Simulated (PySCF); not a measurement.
**SrBr: changing the method**

What do other methods print for SrBr?

Program: PySCF 2.14.0. Level of theory: each script names its method and basis. These are calculated values, not measurements.

5 further runs of the same task are left out: 2 for a known fault of the program, 3 that didn't finish.

## Step 1: The system as given

SrBr: 2 atoms, charge 0, spin multiplicity 2.

Bond lengths: Sr1–Br2 2.627 Å.

## Step 2: Base script

input.py

```python
from pyscf import gto, dft, tdscf

mol = gto.M(
    atom='Sr 0 0 0; Br 0 0 2.627',
    basis='sbkjc',
    ecp={'Sr': 'sbkjc', 'Br': 'sbkjc'},
    charge=0,
    spin=1,
    verbose=3,
)
mf = dft.UKS(mol, xc='b3pw91')
mf.kernel()
td = tdscf.TDA(mf)
td.nstates = 6
td.kernel()
td.analyze(verbose=3)
mf.dip_moment()
print('orbital energies (hartree):', [e[max(0, n-3):n+3].round(4) for e, n in zip(mf.mo_energy, mol.nelec)])
```

Launch:

```console
$ OMP_NUM_THREADS=1 python input.py
```

## Step 3: SCF alone

Variant 1 changes step after the SCF: tda → none.

Changes to input.py since step 2:

```diff
@@ -1,2 +1,2 @@
-from pyscf import gto, dft, tdscf
+from pyscf import gto, dft
 
@@ -12,6 +12,2 @@
 mf.kernel()
-td = tdscf.TDA(mf)
-td.nstates = 6
-td.kernel()
-td.analyze(verbose=3)
 mf.dip_moment()
```

## Step 4: ROKS

Variant 2 changes SCF type: UKS → ROKS.

input.py

```python
from pyscf import gto, dft, tdscf

mol = gto.M(
    atom='Sr 0 0 0; Br 0 0 2.627',
    basis='sbkjc',
    ecp={'Sr': 'sbkjc', 'Br': 'sbkjc'},
    charge=0,
    spin=1,
    verbose=3,
)
mf = dft.ROKS(mol, xc='b3pw91')
mf.kernel()
td = tdscf.TDA(mf)
td.nstates = 6
td.kernel()
td.analyze(verbose=3)
mf.dip_moment()
print('orbital energies (hartree):', mf.mo_energy[..., max(0, mol.nelec[1]-3):mol.nelec[0]+3].round(4))
```

## Step 5: Revpbe

Variant 3 changes functional: b3pw91 → revpbe.

Changes to input.py since step 2:

```diff
@@ -10,3 +10,3 @@
 )
-mf = dft.UKS(mol, xc='b3pw91')
+mf = dft.UKS(mol, xc='revpbe')
 mf.kernel()
```

## Step 6: RKS

Variant 4 changes SCF type: UKS → RKS.

input.py

```python
from pyscf import gto, dft, tdscf

mol = gto.M(
    atom='Sr 0 0 0; Br 0 0 2.627',
    basis='sbkjc',
    ecp={'Sr': 'sbkjc', 'Br': 'sbkjc'},
    charge=0,
    spin=1,
    verbose=3,
)
mf = dft.RKS(mol, xc='b3pw91')
mf.kernel()
td = tdscf.TDA(mf)
td.nstates = 6
td.kernel()
td.analyze(verbose=3)
mf.dip_moment()
print('orbital energies (hartree):', mf.mo_energy[..., max(0, mol.nelec[1]-3):mol.nelec[0]+3].round(4))
```

## Step 7: Wb97x

Variant 5 changes functional: b3pw91 → wb97x.

Changes to input.py since step 2:

```diff
@@ -10,3 +10,3 @@
 )
-mf = dft.UKS(mol, xc='b3pw91')
+mf = dft.UKS(mol, xc='wb97x')
 mf.kernel()
```

## Step 8: Bp86

Variant 6 changes functional: b3pw91 → bp86.

Changes to input.py since step 2:

```diff
@@ -10,3 +10,3 @@
 )
-mf = dft.UKS(mol, xc='b3pw91')
+mf = dft.UKS(mol, xc='bp86')
 mf.kernel()
```

Before running it: what results should come out? Wanted: for each run, E(SCF); from base; SCF dipole; after the SCF.

As calculated:

```
      run  E(SCF) (hartree)  from base (eV)  SCF dipole (D)              after the SCF
     base        -14.049865               0            6.73  lowest root found 2.70 eV
SCF alone        -14.049865          0.0000            6.73                        n/a
     ROKS        -14.049828         +0.0010            6.73  lowest root found 2.72 eV
   revpbe        -14.041192  not comparable            6.59  lowest root found 2.67 eV
      RKS        -14.049828         +0.0010            6.73  lowest root found 2.72 eV
    wb97x        -14.014598  not comparable            6.74  lowest root found 2.74 eV
     bp86        -14.058467  not comparable            6.58  lowest root found 2.64 eV
```

The largest comparable shift of the SCF energy, +0.00101 eV, comes with the run “ROKS”. A lower total energy from another functional means nothing by itself.
